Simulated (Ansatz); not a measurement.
# CHGaP (quartet): wave-function methods side by side at a displaced geometry (v1), cc-pVDZ

How much of the correlation energy of CHGaP (quartet) does each wave-function method recover here?

Program: Ansatz 0.2.0, Gaussian basis. Level of theory: cc-pVDZ, core rule «outside noble gas», up to 20 orbitals frozen. These are calculated values, not measurements.

The runs, in order: UHF; CCSD(T) on ROHF; CCSD(T) on UHF; BCCD(T) on ROHF; CISD; CCSDT(Q) on ROHF; CCSDT(Q) on UHF.

31 further runs of the same task are left out: 2 for a known fault of the program, 16 that didn't finish, 13 set aside as unsound or not needed.

### 1 What is computed

The geometry is a PBE0/def2-TZVP stationary point (not a proven minimum) with its atoms shifted at random (size 0.040 Å). No spin-orbit coupling is included. The filled d shell of Ga may be among the frozen orbitals whatever the setting's name suggests; the logs give the count.

4 atoms, charge 0, spin multiplicity 4.

Atoms are counted from 1 here; the program's logs count them from 0.

Bond lengths: Ga1–C2 2.018 Å, C2–P3 1.882 Å, P3–H4 1.365 Å. Angles: Ga1–C2–P3 172.1°, C2–P3–H4 97.5°.

### 2 UHF

in.yaml reads:

```yaml
crystal:
  periodic: [false, false, false]
  atoms:
    - {symbol: Ga, position_ang: [0.002337, -0.323742, 2.523004]}
    - {symbol: C, position_ang: [0.001505, -0.226510, 0.507344]}
    - {symbol: P, position_ang: [0.049468, -0.388883, -1.366661]}
    - {symbol: H, position_ang: [-0.053310, 0.939135, -1.663686]}
basis:
  gaussian: {orbitals: cc-pVDZ}
magnetization: {spin_polarized: true, initial_magnetization: 3}
hamiltonian: {xc: hf}
output: {orbitals: {seedname: orbitals}}
```

The run is started by

```bash
$ ansatz run in.yaml --threads 1 --pin off --events-out ev --progress --plain --max-ram 2393MiB
```

Further steps of the session: CCSD(T) on ROHF; CCSD(T) on UHF; BCCD(T) on ROHF; CISD; CCSDT(Q) on ROHF; CCSDT(Q) on UHF.

**Question.** What will the summary of the whole plan be? Wanted: UCCSDT(Q) from the RHF energy; RMP2 from UCCSDT(Q); UMP2 from UCCSDT(Q); RCCSD from UCCSDT(Q); RCCSD(T) from UCCSDT(Q); UCCSD(T) from UCCSDT(Q); RCCSDT(Q) from UCCSDT(Q); T1 diagnostic.

**Answer**, as computed:

| quantity | value |
| --- | --- |
| UCCSDT(Q) from the ROHF energy | -7.7989 eV |
| RMP2 from UCCSDT(Q) | +1553.4 meV |
| UMP2 from UCCSDT(Q) | +1588.7 meV |
| RCCSD from UCCSDT(Q) | +305.7 meV |
| RCCSD(T) from UCCSDT(Q) | +64.9 meV |
| UCCSD(T) from UCCSDT(Q) | +65.3 meV |
| RCCSDT(Q) from UCCSDT(Q) | +2.3 meV |
| levels within 1 kcal/mol (43 meV) | RCCSDT, UCCSDT, RCCSDT(Q) |
| T1 diagnostic | 0.028 |

RCCSD(T) lands +64.9 meV from the yardstick (0.8 % of the correlation energy). These misses are within one basis, not against nature; the frozen cores of restricted and unrestricted runs differ, which can shift their rows.
